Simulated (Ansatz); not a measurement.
# Na: the cost of one run

Method: DFT PBEsol, all-electron LAPW, scalar-relativistic unless said, in Ansatz 0.2.0.

This is Na in the hcp structure; at room conditions it is bcc.

1 further run of the same task is left out (set aside as unsound or not needed). Runs told in other sessions of the task aren't counted.

### Step 1. The system as given

It takes space group P6_3/mmc (No. 194, hexagonal). Conventional cell: a = 3.724 Å, b = 3.724 Å, c = 6.051 Å, α = 90.00°, β = 90.00°, γ = 120.00°. Na (site symmetry -6m2) has 12 Na at 3.71 to 3.72 Å in its first shell of neighbours.

Structure file:

```
Na
1.0
     3.72449    0.00000    0.00000
    -1.86225    3.22550    0.00000
     0.00000    0.00000    6.05147
Na
2
Direct
  0.33333 0.66667 0.25000
  0.66667 0.33333 0.75000
```

Cartesian axes are those of the input's lattice vectors. The structure goes back to a database entry.

### Step 2. Reference run, LAPW

Contents of input.yaml:

```yaml
crystal:
  lattice:
    - [3.72449028813, 0.0, 0.0]
    - [-1.86224514406, 3.22550320567, 0.0]
    - [0.0, 0.0, 6.05146946933]
  atoms:
    - { symbol: Na, position: [0.333333333333, 0.666666666667, 0.25] }
    - { symbol: Na, position: [0.666666666667, 0.333333333333, 0.75] }
kpoints:
  mp_grid: { grid: [12, 12, 8] }
scf:
  occupations: { method: fermi_dirac, width: 0.1 }
hamiltonian:
  xc: pbesol
  pseudopotentials: { kind: all_electron, lapw: { basis_error: 0.001 } }
phonons:
  qmesh: [2, 2, 2]
  qpath:
    path:
      - [0.0, 0.0, 0.0]
      - [0.5, 0.0, 0.0]
      - [0.3333333333, 0.3333333333, 0.0]
      - [0.0, 0.0, 0.0]
      - [0.0, 0.0, 0.5]
      - [0.5, 0.0, 0.5]
      - [0.3333333333, 0.3333333333, 0.5]
      - [0.0, 0.0, 0.5]
      - [0.5, 0.0, 0.5]
    npoints: 6
  temperatures: { t_min: 0, t_max: 1000, t_step: 100 }
```

The run is started by

```sh
> ansatz run input.yaml --threads 1 --pin off --max-ram 3072MiB --backend cpu --events-out ev --progress --plain --runs-dir out
```

What time and memory should one allow on 1 thread of Intel Xeon 6975P-C (Granite Rapids), shared host?

About 3.2 min, with a peak of 0.76 GiB.
